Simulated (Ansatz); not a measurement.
CsRbMg14, space group P-6m2, the D3 and D4 dispersion energy

With the Ansatz DFT code, driven from Python.

Typed at the interpreter:
```pycon
>>> import ansatz as az
>>> import numpy as np
>>> vectors0 = np.array([
...     [7.067558, 0.0, 0.0],
...     [-3.533779, 6.120685, 0.0],
...     [0.0, 0.0, 10.525846],
... ])
>>> sites = [
...     ("Cs", (0.0, 0.0, 0.5)),
...     ("Rb", (0.0, 0.0, 0.0)),
...     ("Mg", (0.00719, 0.503595, 0.0)),
...     ("Mg", (0.008067, 0.504034, 0.5)),
...     ("Mg", (0.496405, 0.99281, 0.0)),
...     ("Mg", (0.495966, 0.991933, 0.5)),
...     ("Mg", (0.496405, 0.503595, 0.0)),
...     ("Mg", (0.495966, 0.504034, 0.5)),
...     ("Mg", (0.18834, 0.81166, 0.246794)),
...     ("Mg", (0.18834, 0.81166, 0.753206)),
...     ("Mg", (0.18834, 0.37668, 0.246794)),
...     ("Mg", (0.18834, 0.37668, 0.753206)),
...     ("Mg", (0.62332, 0.81166, 0.246794)),
...     ("Mg", (0.62332, 0.81166, 0.753206)),
...     ("Mg", (2 / 3, 1 / 3, 0.249883)),
...     ("Mg", (2 / 3, 1 / 3, 0.750117)),
... ]
>>> def crystal_on(cell):
...     crystal = az.Crystal(lattice=az.Lattice.of(cell))
...     for symbol, position in sites:
...         crystal = crystal.atom(symbol, position)
...     return crystal
...
>>> atoms = [(site[0], site[1]) for site in sites]
>>> print("dispersion energy and pressure at linear scale factors", (0.98, 1.0, 1.02))
dispersion energy and pressure at linear scale factors (0.98, 1.0, 1.02)
>>> for functional in (az.Functional.R2SCAN, az.Functional.REVPBE):
...     for method in ("d3bj", "d4"):
...         damping = az.dispersion_damping(method=method, xc=functional)
...         line = []
...         for scale in (0.98, 1.0, 1.02):
...             term = az.pairwise_dispersion(vectors=(vectors0 * scale).tolist(), atoms=atoms, damping=damping, periodic=(True, True, True))
...             line.append(f"{term.energy_ev / len(atoms):.4f} eV/atom, {np.trace(term.stress_gpa) / 3:.2f} GPa")
...         print(functional.value, method, "|", " | ".join(line))
...
<python-input-7>:3: DeckWarning: the engine holds no damping parameters fitted to this dispersion correction and functional, so the run takes those fitted to r2scan beside the three-body term, which d3bj leaves out (hamiltonian.dispersion, under Limitations)
  damping = az.dispersion_damping(method=method, xc=functional)
r2scan d3bj | -0.1219 eV/atom, -0.75 GPa | -0.1145 eV/atom, -0.66 GPa | -0.1077 eV/atom, -0.59 GPa
r2scan d4 | -0.0472 eV/atom, -0.28 GPa | -0.0445 eV/atom, -0.25 GPa | -0.0419 eV/atom, -0.22 GPa
revpbe d3bj | -0.4876 eV/atom, -2.85 GPa | -0.4597 eV/atom, -2.51 GPa | -0.4340 eV/atom, -2.23 GPa
revpbe d4 | -0.2205 eV/atom, -1.24 GPa | -0.2083 eV/atom, -1.10 GPa | -0.1969 eV/atom, -0.99 GPa
>>> print("charges of the D4 model in the last cell:", np.round(term.partial_charges_e, 3))
charges of the D4 model in the last cell: [ 0.514  0.414 -0.068 -0.079 -0.068 -0.079 -0.068 -0.079 -0.084 -0.084
 -0.084 -0.084 -0.084 -0.084  0.01   0.01 ]
```

The structure comes from a database and needn't be a stable phase.
